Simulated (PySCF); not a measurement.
# The bond of GaSn, level by level

An exercise on one series of results from a longer session: the logs are not shown, and one member is left open.

Method: Ga cc-pVDZ-PP with ECP10, Sn cc-pVDZ-PP with ECP28, scalar-relativistic core potentials; program: PySCF 2.14.0.

Set-up of the first run:

A driver script around PySCF takes these settings:

```json
{
  "atoms": "Ga, Sn",
  "charge": "0",
  "basis": "Ga cc-pVDZ-PP with ECP10, Sn cc-pVDZ-PP with ECP28",
  "Hamiltonian": "scalar-relativistic core potentials",
  "basis functions": "46",
  "electrons treated": "43",
  "masses in u": "68.9256, 119.9022",
  "levels": "PBE0, PBE, r²SCAN, revPBE, PW91, BP86, HF, MP2, SCS-MP2, CCSD, CCSD(T)",
  "grid": "80 radial by 434 angular points",
  "occupations": "held fixed by the projection of orbital angular momentum",
  "dissociation limit": "Ga + Sn, each in its ground configuration",
  "starting distance in angstrom": "2.555",
  "values of 2S to try": "1, 3"
}
```

Launch:

```
$ OMP_NUM_THREADS=1 python dia.py task.json out
```

Steps of the session up to this table: Set-up; The PBE0 curve of the state that the search chose; Other states along the same grid; PBE (GGA); r²SCAN; revPBE (GGA); PW91; BP86 (GGA); UHF (mean field); MP2 and coupled cluster.

One of the session's tables, all rows but one given; the rest of the session is left out.

| level | Re (Å) | ωe (cm⁻¹) | De (eV) |
| --- | --- | --- | --- |
| UHF | 2.757 | 163.9 | 1.26 |
| UHF-MP2 | 2.681 | 189.2 | 1.92 |
| UHF-SCS-MP2 | 2.692 | 185.0 | 1.70 |
| UHF-CCSD | ? | ? | ? |
| UHF-CCSD(T) | 2.708 | 182.3 | 1.88 |
| PBE | 2.707 | 173.1 | 2.27 |
| revPBE | 2.728 | 168.2 | 2.11 |
| PW91 | 2.703 | 173.5 | 2.30 |
| BP86 | 2.711 | 171.1 | 2.23 |
| r²SCAN | 2.667 | 182.5 | 2.28 |
| PBE0 | 2.678 | 181.9 | 2.14 |

Q: Estimate the row for UHF-CCSD from the others.

As computed: Re (Å): 2.712; ωe (cm⁻¹): 180.9; De (eV): 1.78. In the column «Re (Å)» it lies between BP86 (2.711) and revPBE (2.728).
